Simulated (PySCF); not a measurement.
# C7H13NS: the cost of one run

Computed with PySCF 2.14.0 and routines of our own; the level stands in each step. Atoms count from 0.

## (1) The starting structure

22 atoms, charge 0, multiplicity 1; geometry from: GFN2-xTB.

## (2) Vibronic structure: TDDFT B3LYP/def2-SV(P)

What the job is given:

```
{"job": {"kind": "vib", "xc": "B3LYP", "basis": "def2-SV(P)", "tda": false}, "charge": 0, "multiplicity": 1}
C      2.812846     0.566970     1.227879
N      1.402300     0.721734     0.922186
C      0.803624    -0.456015     0.407444
C      0.806776    -0.848160    -1.034913
C     -0.507320    -0.422835    -0.395733
C     -1.491949    -1.525107    -0.059959
C     -1.076808     0.871443    -0.770247
C     -2.512133     1.131300    -0.458908
S     -0.206751     2.046437    -1.513010
H      3.423469     0.302596     0.353596
H      2.926742    -0.217094     1.977611
H      3.178441     1.503368     1.643847
H      1.270335     1.495797     0.274288
H      0.849935    -1.261193     1.135815
H      1.237667    -0.155358    -1.742956
H      0.909850    -1.887699    -1.305026
H     -2.168791    -1.703868    -0.894044
H     -0.958241    -2.449957     0.144284
H     -2.081268    -1.274770     0.819768
H     -2.696543     1.001532     0.607633
H     -3.155946     0.434304    -0.995768
H     -2.776646     2.145961    -0.745418
```

With the program's defaults for keys left out, this is: TDDFT B3LYP/def2-SV(P) vertical-gradient vibronic structure (displaced harmonic oscillators, Condon), gas phase.

Launch:

```bash
$ OMP_NUM_THREADS=1 python excited_run.py task.json out
```

The driver reads the jobs from task.json and runs them one after another.

**Question.** How long does this first job take on 1 thread of AMD EPYC, shared host, and how much memory does it need?

About 2.5 min, with a peak of 0.94 GiB.
